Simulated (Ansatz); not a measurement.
# Pb: stress in a strained cell

Aim: deform Pb (equal xx and yy strain of -1 %) and compute stress, forces and field gradients with LAPW, PAW and all-electron datasets made for the crystal.

Program: Ansatz 0.2.0. Level of theory: DFT LDA, scalar-relativistic. These are calculated values, not measurements.

## (1) The starting structure

Symmetry: Fd-3m, No. 227, cubic system. Conventional cell: a = 6.878 Å, b = 6.878 Å, c = 6.878 Å, α = 90.00°, β = 90.00°, γ = 90.00°. Pb (site symmetry -43m) has 4 Pb at 2.98 Å as nearest neighbours.

Coordinates:

```
Pb
1.0
     0.00000    3.43900    3.43900
     3.43900    0.00000    3.43900
     3.43900    3.43900    0.00000
Pb
2
Direct
  0.00000 0.00000 0.00000
  0.25000 0.25000 0.25000
```

Atoms are numbered in the order of the input: Pb1, Pb2.

## (2) The deformed structure

Space group Fd-3m before, I4_1/amd after.

## (3) All-electron LAPW

input.yaml reads:

```yaml
crystal:
  lattice:
    - [0.0, 3.4046100549, 3.4390000555]
    - [3.4046100549, 0.0, 3.4390000555]
    - [3.4046100549, 3.4046100549, 0.0]
  atoms:
    - { symbol: Pb, position: [0.0, 0.0, 0.0] }
    - { symbol: Pb, position: [0.25, 0.25, 0.25] }
kpoints:
  mp_grid: { grid: [8, 8, 8] }
  band_path:
    path:
      - [0.0, 0.0, 0.0]
      - [0.0, 0.5, 0.5]
      - [0.25, 0.75, 0.5]
      - [0.0, 0.5, 0.0]
      - [0.0, 0.0, 0.0]
      - [0.5, 0.5, 0.0]
      - [0.3725125, 0.6274875, 0.0]
      - [-0.3725125, 0.3725125, 0.0]
      - [0.0, 0.0, 0.0]
    npoints: 5
scf:
  occupations: { method: fermi_dirac, width: 0.05 }
hamiltonian:
  xc: lda
  pseudopotentials: { kind: all_electron, lapw: { basis_error: 0.00025 } }
output:
  forces: true
  stress: true
  eigenvalues: true
```

Run with:

```sh
> ansatz run input.yaml --threads 1 --pin off --max-ram 3072MiB --backend cpu --events-out ev --progress --plain --runs-dir out
```

## (4) Frozen-core PAW

input.yaml reads:

```yaml
crystal:
  lattice:
    - [0.0, 3.4046100549, 3.4390000555]
    - [3.4046100549, 0.0, 3.4390000555]
    - [3.4046100549, 3.4046100549, 0.0]
  atoms:
    - { symbol: Pb, position: [0.0, 0.0, 0.0] }
    - { symbol: Pb, position: [0.25, 0.25, 0.25] }
kpoints:
  mp_grid: { grid: [8, 8, 8] }
scf:
  occupations: { method: fermi_dirac, width: 0.05 }
hamiltonian:
  xc: lda
  pseudopotentials: { kind: paw }
output:
  forces: true
  stress: true
  eigenvalues: true
  efg: { contact_densities: true }
```

## (5) Datasets made for this crystal

input.yaml: that of step 4 with these lines changed.

```diff
@@ -14,3 +14,3 @@
   xc: lda
-  pseudopotentials: { kind: paw }
+  pseudopotentials: { kind: all_electron, datasets: crystal }
 output:
```

(Steps that only read results are left out.)

**Question.** What will these runs give? Wanted: pressure; largest shear or deviatoric stress.

As calculated:

| quantity | value |
| --- | --- |
| pressure | LAPW -0.10, PAW -0.11, crystal datasets -0.10 GPa |
| largest shear or deviatoric stress (LAPW) | 0.07 GPa |

The largest part of the stress beyond the pressure is 0.07 GPa in size, in the zz component; the atoms are carried along and not relaxed. No run of the undeformed cell stands beside it, so the pressure holds what the given cell had before the change. PAW: stress within 0.01 GPa of LAPW. Crystal datasets: stress within 0.01 GPa of LAPW. Spin-orbit coupling is left out, though the cell holds Pb; in elements this heavy it can shift bands and gaps by tenths of an eV.
